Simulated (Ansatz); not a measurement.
# ZrAl2Te4, relaxed

Wanted: the geometry at rest of ZrAl2Te4 (a borrowed structure type, volume estimated), relaxing cell and atoms at 20 GPa, and its electronic structure there.

Program: Ansatz 0.2.0. Level of theory: DFT, r2SCAN, no spin polarisation, plane waves, PAW. These are calculated values, not measurements.

## Step 1: Geometry

It takes space group I-4 (No. 82, tetragonal). Conventional cell: a = 5.940 Å, b = 5.940 Å, c = 12.099 Å, α = 90.00°, β = 90.00°, γ = 90.00°. Al (site symmetry -4) is surrounded by 4 Te at 2.59 Å. Zr (site symmetry -4) has 4 Te at 2.59 Å as nearest neighbours. Around Te (site symmetry 1) lie 2 Al at 2.59 Å and 1 Zr at 2.59 Å.

Coordinates:

```
CELL_PARAMETERS angstrom
0.00000 5.93994 0.00000
5.93994 0.00000 0.00000
2.96997 2.96997 -6.04938
ATOMIC_POSITIONS crystal
Al 0.50000 0.50000 0.00000
Zr 0.00000 0.00000 0.00000
Al 0.75000 0.25000 0.50000
Te 0.37500 0.37500 0.75000
Te 0.62500 0.12500 0.25000
Te 0.87500 0.87500 0.75000
Te 0.12500 0.62500 0.25000
```

It starts from an earlier solution of the starting cell (checkpoint.read).

## Step 2: The relaxation

input.yaml

```yaml
crystal:
  lattice:
    - [0.0, 5.939936, 0.0]
    - [5.939936, 0.0, 0.0]
    - [2.969968, 2.969968, -6.049377]
  atoms:
    - { symbol: Al, position: [0.5, 0.5, 0.0] }
    - { symbol: Zr, position: [0.0, 0.0, 0.0] }
    - { symbol: Al, position: [0.75, 0.25, 0.5] }
    - { symbol: Te, position: [0.375, 0.375, 0.75] }
    - { symbol: Te, position: [0.625, 0.125, 0.25] }
    - { symbol: Te, position: [0.875, 0.875, 0.75] }
    - { symbol: Te, position: [0.125, 0.625, 0.25] }
  symmetry: { tolerance: 0.0003 }
kpoints:
  mp_grid: { grid: [5, 5, 5], shift: [0, 0, 0] }
magnetization:
  spin_polarized: false
scf:
  occupations: { method: fermi_dirac, width: 0.134 }
  lower_state_search: "off"
hamiltonian:
  pseudopotentials: { kind: paw }
  xc: r2scan
basis:
  ecutwfc: 500
  fft_grid_basis: typed
relax:
  max_steps: 60
  cell: { p_target: 20.0 }
  f_tol: 0.03
output:
  forces: true
  stress: true
  eigenvalues: true
  bader: true
  populations: true
  elf: true
  write_potential: true
  volumetric_format: npy
  dos:
    e_range: [-12, 8]
    de: 0.05
    projected: { site_lists: { Al: [Al], Te: [Te], Zr: [Zr] } }
checkpoint:
  read: saved_state
```

Started as:

```sh
$ ansatz run input.yaml --threads 2 --pin off --max-ram 2560MiB --backend cpu --events-out ev --progress --plain --runs-dir out
```

Standard output:

```text
Warning: RAYON_NUM_THREADS=2 ignored (pool sized by the plan → 2); use --threads N
band count auto-derived: 51 (N_el = 82.0; filled up to band 41; 50 by the electrons, moments and atoms)
Engine: ansatz 0.2.0, x86_64-unknown-linux-gnu
Pseudopotentials: kind: paw
Pseudopotential: Al, paw, valence charge 3, recommended cutoff 500 eV (meta_gga), Al.paw.azcp
Pseudopotential: Zr, paw, valence charge 12, recommended cutoff 500 eV (meta_gga), Zr.paw.azcp
Pseudopotential: Te, paw, valence charge 16, recommended cutoff 500 eV (meta_gga), Te.paw.azcp
Functional definition: r2SCAN
  parameter k0 = 0.174
  parameter k1 = 0.065
  parameter a1 = 4.9479
  exchange = r2scan_x(k0 = k0, k1 = k1, a1 = a1)
  correlation = r2scan_c
Crystal: 7 atoms, lattice volume = 213.439 Å³
Basis set: ecut = 500 eV, 5463 PW (Γ), exchange–correlation on 180×180×216 points (64 copies of the dense FFT grid, shifted against one another)
Bands: 51, of which v1, the nominal top of the filled ones, is band 41 counted from 1 (40 counted from 0)
Symmetry: 4 space group operations
Space group: I-4 (ITA 82), of the structure as read, at distance tolerance 1.8e-3 Å
k-points: 21 of 125 (time reversal used)
Non-local potential: Al, projectors of the file, l = 0: 2, l = 1: 2, l = 2: 1
Non-local potential: Zr, projectors of the file, l = 0: 3, l = 1: 2, l = 2: 2, l = 3: 2
Non-local potential: Te, projectors of the file, l = 0: 2, l = 1: 2, l = 2: 2, l = 3: 2
PAW form: soft (Blöchl's): semilocal exchange-correlation on the pseudo side does not see the compensation charge
PAW frozen core: Al, regenerated for the run's functional (the file was generated under x = pbe(κ = 0.804, μ = 0.2195149727645171), c = pbe(β = 0.06672455060314922))
PAW frozen core: Zr, regenerated for the run's functional (the file was generated under x = pbe(κ = 0.804, μ = 0.2195149727645171), c = pbe(β = 0.06672455060314922))
PAW frozen core: Te, regenerated for the run's functional (the file was generated under x = pbe(κ = 0.804, μ = 0.2195149727645171), c = pbe(β = 0.06672455060314922))
PAW one-centre angular grid: Al, 302 points (default); XC on 160 Gauss nodes
PAW one-centre angular grid: Zr, 590 points (default); XC on 160 Gauss nodes
PAW one-centre angular grid: Te, 590 points (default); XC on 160 Gauss nodes
Initial density: read from a saved state, or passed on in memory by an earlier SCF of this step, an earlier step, the calling program or the single point that the run made first
Initial wavefunctions: pseudopotential atomic-orbital guess
Functional: x = r2scan, c = r2scan; τ floored in thin density (d = 2e-4 eV/Å³)
iter 1 solved again at ethr=8.99e-7 eV; its pass at ethr=3.10e-3 eV (dr2=7.37e-4 eV) is discarded
SCF iter   1: F=-33256.920747 eV  HF=-33256.920581 eV  |F-HF|=1.66e-4  |Δ(HF+E_count)|=         —  Δρ=4.83e-4  dr2=4.94e-4  dr2_τ=2.54e-4  ethr=8.99e-7  ⟨swp⟩=3.1  Hψ=7244  notcnv=0
preconditioner: auto → LDOS  [metal: Δε(μ)=0.062 eV  Ē_g=8.429 eV  σ=0.134 eV  W_gap=0.11  n_scr=36 (ndim 8)  ℏωp=14.8 eV  f_vac=0.017  D(μ)=4.22/eV (n_scr^D=30)  β→1.0]
SCF iter   2: F=-33256.920897 eV  HF=-33256.920905 eV  |F-HF|=7.89e-6  |Δ(HF+E_count)|=   3.24e-4  Δρ=1.35e-4  dr2=3.91e-5  dr2_τ=1.66e-6  ethr=6.02e-7  ⟨swp⟩=2.0  Hψ=2031  notcnv=0
SCF iter   3: F=-33256.920868 eV  HF=-33256.920877 eV  |F-HF|=9.09e-6  |Δ(HF+E_count)|=   2.84e-5  Δρ=6.55e-5  dr2=1.32e-5  dr2_τ=2.54e-7  ethr=4.77e-8  ⟨swp⟩=2.0  Hψ=1963  notcnv=0
SCF iter   4: F=-33256.920873 eV  HF=-33256.920874 eV  |F-HF|=1.26e-6  |Δ(HF+E_count)|=   2.24e-6  Δρ=2.27e-5  dr2=2.17e-6  dr2_τ=5.74e-8  ethr=1.61e-8  ⟨swp⟩=2.0  Hψ=1921  notcnv=0
SCF iter   5: F=-33256.920874 eV  HF=-33256.920874 eV  |F-HF|=2.05e-7  |Δ(HF+E_count)|=  1.46e-11  Δρ=9.35e-6  dr2=3.17e-7  dr2_τ=9.58e-9  ethr=2.65e-9  ⟨swp⟩=2.0  Hψ=1776  notcnv=0
SCF iter   6: F=-33256.920874 eV  HF=-33256.920874 eV  |F-HF|=4.49e-8  |Δ(HF+E_count)|=   2.70e-8  Δρ=3.40e-6  dr2=6.41e-8  dr2_τ=5.39e-10  ethr=1.22e-10  ⟨swp⟩=11.9  Hψ=8095  notcnv=0
SCF 1 converged in 6 iterations: F = -33256.920874 eV  dr2 = 6.41e-8
relax step   1: F+E_penalty+E_count = -33256.92087431 eV  Δ(F+E_penalty+E_count) = +0.000e0 eV  max|allowed force component| = 1.446e0 eV/Å  Δτ_max = 0.0000 Å  P = +9.832 GPa  Ω = 213.439 Å³  (6 SCF iters, dr2 threshold 1.00e-7 eV, accepted)
Crystal: 7 atoms, lattice volume = 190.983 Å³
Basis set: ecut = 500 eV, 4885 PW (Γ), exchange–correlation on 180×180×216 points (64 copies of the dense FFT grid, shifted against one another)
Initial density: handed on by an earlier stage of this run
Initial wavefunctions: those handed on with the density
iter 1 solved again at ethr=1.49e-4 eV; its pass at ethr=3.10e-3 eV (dr2=1.22e-1 eV) is discarded
SCF iter   1: F=-33256.354063 eV  HF=-33256.201440 eV  |F-HF|=1.53e-1  |Δ(HF+E_count)|=         —  Δρ=7.52e-3  dr2=1.24e-1  dr2_τ=1.24e0  ethr=1.49e-4  ⟨swp⟩=1.1  Hψ=6337  notcnv=0
preconditioner: auto → Kerker (q_TF=auto, 2.370 Å⁻¹)  [metal: Δε(μ)=0.029 eV  Ē_g=8.634 eV  σ=0.134 eV  W_gap=0.05  n_scr=36 (ndim 8)  ℏωp=15.7 eV  f_vac=0.000  D(μ)=5.05/eV (n_scr^D=32)]
SCF iter   2: F=-33256.448239 eV  HF=-33256.466719 eV  |F-HF|=1.85e-2  |Δ(HF+E_count)|=   2.65e-1  Δρ=5.44e-3  dr2=6.18e-2  dr2_τ=5.35e-4  ethr=1.49e-4  ⟨swp⟩=3.0  Hψ=2299  notcnv=0
SCF iter   3: F=-33256.463286 eV  HF=-33256.467237 eV  |F-HF|=3.95e-3  |Δ(HF+E_count)|=   5.18e-4  Δρ=1.46e-3  dr2=7.99e-3  dr2_τ=1.04e-3  ethr=7.53e-5  ⟨swp⟩=3.0  Hψ=2387  notcnv=0
SCF iter   4: F=-33256.466811 eV  HF=-33256.467072 eV  |F-HF|=2.61e-4  |Δ(HF+E_count)|=   1.65e-4  Δρ=6.44e-4  dr2=1.42e-3  dr2_τ=5.26e-5  ethr=9.74e-6  ⟨swp⟩=2.7  Hψ=1644  notcnv=0
SCF iter   5: F=-33256.467120 eV  HF=-33256.467193 eV  |F-HF|=7.22e-5  |Δ(HF+E_count)|=   1.21e-4  Δρ=2.36e-4  dr2=2.52e-4  dr2_τ=6.69e-6  ethr=1.73e-6  ⟨swp⟩=2.0  Hψ=1395  notcnv=0
SCF iter   6: F=-33256.467160 eV  HF=-33256.467163 eV  |F-HF|=3.35e-6  |Δ(HF+E_count)|=   2.92e-5  Δρ=7.89e-5  dr2=2.15e-5  dr2_τ=2.98e-7  ethr=3.08e-7  ⟨swp⟩=2.0  Hψ=1388  notcnv=0
SCF iter   7: F=-33256.467165 eV  HF=-33256.467166 eV  |F-HF|=6.51e-7  |Δ(HF+E_count)|=   2.59e-6  Δρ=2.23e-5  dr2=2.39e-6  dr2_τ=6.07e-8  ethr=2.62e-8  ⟨swp⟩=2.0  Hψ=1479  notcnv=0
SCF iter   8: F=-33256.467166 eV  HF=-33256.467166 eV  |F-HF|=8.18e-8  |Δ(HF+E_count)|=   2.80e-7  Δρ=1.13e-5  dr2=3.37e-7  dr2_τ=7.25e-9  ethr=8.54e-10  ⟨swp⟩=13.4  Hψ=8842  notcnv=0
SCF 2 converged in 8 iterations: F = -33256.467166 eV  dr2 = 3.37e-7
relax step   2: F+E_penalty+E_count = -33256.46716628 eV  Δ(F+E_penalty+E_count) = +4.537e-1 eV  max|allowed force component| = 8.919e-1 eV/Å  Δτ_max = 0.1949 Å  P = +14.508 GPa  Ω = 190.983 Å³  energy of the carried Pulay correction = +2.760e-3 eV  (8 SCF iters, dr2 threshold 7.00e-7 eV, accepted)
Crystal: 7 atoms, lattice volume = 171.637 Å³
Basis set: ecut = 500 eV, 4357 PW (Γ), exchange–correlation on 180×180×216 points (64 copies of the dense FFT grid, shifted against one another)
iter 1 solved again at ethr=5.18e-4 eV; its pass at ethr=3.10e-3 eV (dr2=4.25e-1 eV) is discarded
SCF iter   1: F=-33254.791233 eV  HF=-33254.770521 eV  |F-HF|=2.07e-2  |Δ(HF+E_count)|=         —  Δρ=1.00e-2  dr2=4.23e-1  dr2_τ=1.24e0  ethr=5.18e-4  ⟨swp⟩=1.2  Hψ=6042  notcnv=0
preconditioner: auto → Kerker (q_TF=auto, 2.412 Å⁻¹)  [metal: Δε(μ)=0.007 eV  Ē_g=8.767 eV  σ=0.134 eV  W_gap=0.01  n_scr=36 (ndim 8)  ℏωp=16.5 eV  f_vac=0.000  D(μ)=4.86/eV (n_scr^D=32)]
SCF iter   2: F=-33255.122602 eV  HF=-33255.139953 eV  |F-HF|=1.74e-2  |Δ(HF+E_count)|=   3.69e-1  Δρ=5.79e-3  dr2=6.92e-2  dr2_τ=4.75e-3  ethr=5.15e-4  ⟨swp⟩=3.0  Hψ=1776  notcnv=0
SCF iter   3: F=-33255.147658 eV  HF=-33255.150505 eV  |F-HF|=2.85e-3  |Δ(HF+E_count)|=   1.06e-2  Δρ=2.37e-3  dr2=1.31e-2  dr2_τ=6.97e-4  ethr=8.44e-5  ⟨swp⟩=3.0  Hψ=2185  notcnv=0
SCF iter   4: F=-33255.152055 eV  HF=-33255.151979 eV  |F-HF|=7.61e-5  |Δ(HF+E_count)|=   1.47e-3  Δρ=5.57e-4  dr2=8.30e-4  dr2_τ=2.39e-5  ethr=1.60e-5  ⟨swp⟩=2.0  Hψ=1375  notcnv=0
SCF iter   5: F=-33255.152278 eV  HF=-33255.152256 eV  |F-HF|=2.21e-5  |Δ(HF+E_count)|=   2.77e-4  Δρ=2.06e-4  dr2=8.63e-5  dr2_τ=1.70e-6  ethr=1.01e-6  ⟨swp⟩=2.0  Hψ=1528  notcnv=0
SCF iter   6: F=-33255.152257 eV  HF=-33255.152257 eV  |F-HF|=4.81e-7  |Δ(HF+E_count)|=   4.28e-7  Δρ=4.83e-5  dr2=6.57e-6  dr2_τ=8.92e-8  ethr=1.05e-7  ⟨swp⟩=3.0  Hψ=2160  notcnv=0
SCF iter   7: F=-33255.152259 eV  HF=-33255.152259 eV  |F-HF|=1.22e-8  |Δ(HF+E_count)|=   2.34e-6  Δρ=1.32e-5  dr2=4.29e-7  dr2_τ=7.78e-9  ethr=8.54e-10  ⟨swp⟩=11.8  Hψ=9043  notcnv=0
SCF 3 converged in 7 iterations: F = -33255.152259 eV  dr2 = 4.29e-7
relax step   3: F+E_penalty+E_count = -33255.15225886 eV  Δ(F+E_penalty+E_count) = +1.315e0 eV  max|allowed force component| = 5.460e-1 eV/Å  Δτ_max = 0.1980 Å  P = +21.224 GPa  Ω = 171.637 Å³  energy of the carried Pulay correction = +5.396e-3 eV  (7 SCF iters, dr2 threshold 7.00e-7 eV, accepted)
Crystal: 7 atoms, lattice volume = 168.801 Å³
Basis set: ecut = 500 eV, 4269 PW (Γ), exchange–correlation on 180×180×216 points (64 copies of the dense FFT grid, shifted against one another)
iter 1 solved again at ethr=2.39e-5 eV; its pass at ethr=3.10e-3 eV (dr2=1.96e-2 eV) is discarded
SCF iter   1: F=-33254.836137 eV  HF=-33254.693851 eV  |F-HF|=1.42e-1  |Δ(HF+E_count)|=         —  Δρ=3.62e-3  dr2=2.12e-2  dr2_τ=2.52e-1  ethr=2.39e-5  ⟨swp⟩=2.0  Hψ=5632  notcnv=0
preconditioner: auto → Kerker (q_TF=auto, 2.419 Å⁻¹)  [metal: Δε(μ)=0.042 eV  Ē_g=8.827 eV  σ=0.134 eV  W_gap=0.08  n_scr=36 (ndim 8)  ℏωp=16.7 eV  f_vac=0.000  D(μ)=4.96/eV (n_scr^D=36)]
SCF iter   2: F=-33254.851620 eV  HF=-33254.852112 eV  |F-HF|=4.92e-4  |Δ(HF+E_count)|=   1.58e-1  Δρ=2.49e-3  dr2=8.47e-3  dr2_τ=1.17e-4  ethr=2.39e-5  ⟨swp⟩=3.0  Hψ=2643  notcnv=0
SCF iter   3: F=-33254.853886 eV  HF=-33254.854495 eV  |F-HF|=6.08e-4  |Δ(HF+E_count)|=   2.38e-3  Δρ=6.01e-4  dr2=1.18e-3  dr2_τ=8.44e-5  ethr=1.03e-5  ⟨swp⟩=3.0  Hψ=2444  notcnv=0
SCF iter   4: F=-33254.854562 eV  HF=-33254.854566 eV  |F-HF|=4.11e-6  |Δ(HF+E_count)|=   7.15e-5  Δρ=2.64e-4  dr2=1.71e-4  dr2_τ=9.65e-6  ethr=1.43e-6  ⟨swp⟩=2.1  Hψ=1410  notcnv=0
SCF iter   5: F=-33254.854559 eV  HF=-33254.854562 eV  |F-HF|=3.07e-6  |Δ(HF+E_count)|=   4.10e-6  Δρ=1.17e-4  dr2=2.92e-5  dr2_τ=6.71e-7  ethr=2.08e-7  ⟨swp⟩=2.0  Hψ=1390  notcnv=0
SCF iter   6: F=-33254.854569 eV  HF=-33254.854569 eV  |F-HF|=3.36e-8  |Δ(HF+E_count)|=   6.69e-6  Δρ=3.16e-5  dr2=2.17e-6  dr2_τ=4.76e-8  ethr=3.56e-8  ⟨swp⟩=2.0  Hψ=1437  notcnv=0
SCF iter   7: F=-33254.854569 eV  HF=-33254.854569 eV  |F-HF|=1.65e-8  |Δ(HF+E_count)|=   5.87e-7  Δρ=8.70e-6  dr2=2.12e-7  dr2_τ=1.58e-9  ethr=8.54e-10  ⟨swp⟩=12.9  Hψ=8738  notcnv=0
SCF 4 converged in 7 iterations: F = -33254.854569 eV  dr2 = 2.12e-7
relax step   4: F+E_penalty+E_count = -33254.85456920 eV  Δ(F+E_penalty+E_count) = +2.977e-1 eV  max|allowed force component| = 3.361e-1 eV/Å  Δτ_max = 0.0923 Å  P = +20.998 GPa  Ω = 168.801 Å³  energy of the carried Pulay correction = +5.805e-3 eV  (7 SCF iters, dr2 threshold 7.00e-7 eV, accepted)
Crystal: 7 atoms, lattice volume = 171.098 Å³
iter 1 solved again at ethr=4.65e-6 eV; its pass at ethr=3.10e-3 eV (dr2=3.81e-3 eV) is discarded
SCF iter   1: F=-33255.164907 eV  HF=-33255.129982 eV  |F-HF|=3.49e-2  |Δ(HF+E_count)|=         —  Δρ=1.39e-3  dr2=3.79e-3  dr2_τ=3.54e-2  ethr=4.65e-6  ⟨swp⟩=2.0  Hψ=5751  notcnv=0
preconditioner: auto → Kerker (q_TF=auto, 2.414 Å⁻¹)  [metal: Δε(μ)=0.043 eV  Ē_g=8.790 eV  σ=0.134 eV  W_gap=0.08  n_scr=36 (ndim 8)  ℏωp=16.6 eV  f_vac=0.000  D(μ)=5.01/eV (n_scr^D=36)]
SCF iter   2: F=-33255.166838 eV  HF=-33255.167392 eV  |F-HF|=5.54e-4  |Δ(HF+E_count)|=   3.74e-2  Δρ=9.61e-4  dr2=1.73e-3  dr2_τ=1.95e-5  ethr=4.62e-6  ⟨swp⟩=2.9  Hψ=2345  notcnv=0
SCF iter   3: F=-33255.167458 eV  HF=-33255.167491 eV  |F-HF|=3.35e-5  |Δ(HF+E_count)|=   9.93e-5  Δρ=2.16e-4  dr2=1.24e-4  dr2_τ=2.68e-5  ethr=2.11e-6  ⟨swp⟩=3.0  Hψ=2255  notcnv=0
SCF iter   4: F=-33255.167485 eV  HF=-33255.167478 eV  |F-HF|=7.33e-6  |Δ(HF+E_count)|=   1.35e-5  Δρ=1.01e-4  dr2=1.59e-5  dr2_τ=5.64e-7  ethr=1.52e-7  ⟨swp⟩=2.3  Hψ=1543  notcnv=0
SCF iter   5: F=-33255.167488 eV  HF=-33255.167487 eV  |F-HF|=7.79e-7  |Δ(HF+E_count)|=   9.50e-6  Δρ=2.85e-5  dr2=1.94e-6  dr2_τ=8.37e-8  ethr=1.94e-8  ⟨swp⟩=2.0  Hψ=1480  notcnv=0
SCF iter   6: F=-33255.167488 eV  HF=-33255.167488 eV  |F-HF|=4.73e-8  |Δ(HF+E_count)|=   1.25e-6  Δρ=6.96e-6  dr2=1.06e-7  dr2_τ=1.95e-9  ethr=8.54e-10  ⟨swp⟩=13.1  Hψ=8721  notcnv=0
SCF 5 converged in 6 iterations: F = -33255.167488 eV  dr2 = 1.06e-7
relax step   5: F+E_penalty+E_count = -33255.16748841 eV  Δ(F+E_penalty+E_count) = -3.129e-1 eV  max|allowed force component| = 6.987e-2 eV/Å  Δτ_max = 0.0332 Å  P = +20.022 GPa  Ω = 171.098 Å³  energy of the carried Pulay correction = +5.474e-3 eV  (6 SCF iters, dr2 threshold 7.00e-7 eV, accepted)
Crystal: 7 atoms, lattice volume = 170.984 Å³
Basis set: ecut = 500 eV, 4341 PW (Γ), exchange–correlation on 180×180×216 points (64 copies of the dense FFT grid, shifted against one another)
iter 1 solved again at ethr=4.53e-7 eV; its pass at ethr=3.10e-3 eV (dr2=3.71e-4 eV) is discarded
SCF iter   1: F=-33255.154321 eV  HF=-33255.153231 eV  |F-HF|=1.09e-3  |Δ(HF+E_count)|=         —  Δρ=3.86e-4  dr2=3.66e-4  dr2_τ=1.77e-3  ethr=4.53e-7  ⟨swp⟩=3.1  Hψ=5271  notcnv=0
preconditioner: auto → Kerker (q_TF=auto, 2.414 Å⁻¹)  [metal: Δε(μ)=0.048 eV  Ē_g=8.793 eV  σ=0.134 eV  W_gap=0.09  n_scr=36 (ndim 8)  ℏωp=16.6 eV  f_vac=0.000  D(μ)=4.98/eV (n_scr^D=36)]
SCF iter   2: F=-33255.154576 eV  HF=-33255.154573 eV  |F-HF|=3.14e-6  |Δ(HF+E_count)|=   1.34e-3  Δρ=2.25e-4  dr2=6.90e-5  dr2_τ=4.54e-6  ethr=4.46e-7  ⟨swp⟩=2.0  Hψ=1596  notcnv=0
SCF iter   3: F=-33255.154556 eV  HF=-33255.154553 eV  |F-HF|=3.00e-6  |Δ(HF+E_count)|=   1.98e-5  Δρ=7.88e-5  dr2=9.11e-6  dr2_τ=6.06e-7  ethr=8.42e-8  ⟨swp⟩=2.3  Hψ=1473  notcnv=0
SCF iter   4: F=-33255.154559 eV  HF=-33255.154558 eV  |F-HF|=2.21e-7  |Δ(HF+E_count)|=   5.10e-6  Δρ=1.71e-5  dr2=6.08e-7  dr2_τ=4.04e-8  ethr=1.11e-8  ⟨swp⟩=2.0  Hψ=1468  notcnv=0
SCF iter   5: F=-33255.154559 eV  HF=-33255.154559 eV  |F-HF|=1.31e-8  |Δ(HF+E_count)|=   3.93e-7  Δρ=6.21e-6  dr2=8.10e-8  dr2_τ=2.87e-9  ethr=3.72e-10  ⟨swp⟩=12.8  Hψ=8418  notcnv=0
SCF 6 converged in 5 iterations: F = -33255.154559 eV  dr2 = 8.10e-8
relax step   6: F+E_penalty+E_count = -33255.15455878 eV  Δ(F+E_penalty+E_count) = +1.293e-2 eV  max|allowed force component| = 1.789e-2 eV/Å  Δτ_max = 0.0069 Å  P = +20.015 GPa  Ω = 170.984 Å³  energy of the carried Pulay correction = +5.490e-3 eV  (5 SCF iters, dr2 threshold 3.05e-7 eV, accepted)
Crystal: 7 atoms, lattice volume = 170.942 Å³
Basis set: ecut = 500 eV, 4317 PW (Γ), exchange–correlation on 180×180×216 points (64 copies of the dense FFT grid, shifted against one another)
iter 1 solved again at ethr=8.82e-8 eV; its pass at ethr=3.10e-3 eV (dr2=7.24e-5 eV) is discarded
```

[end of part 1 of 2]
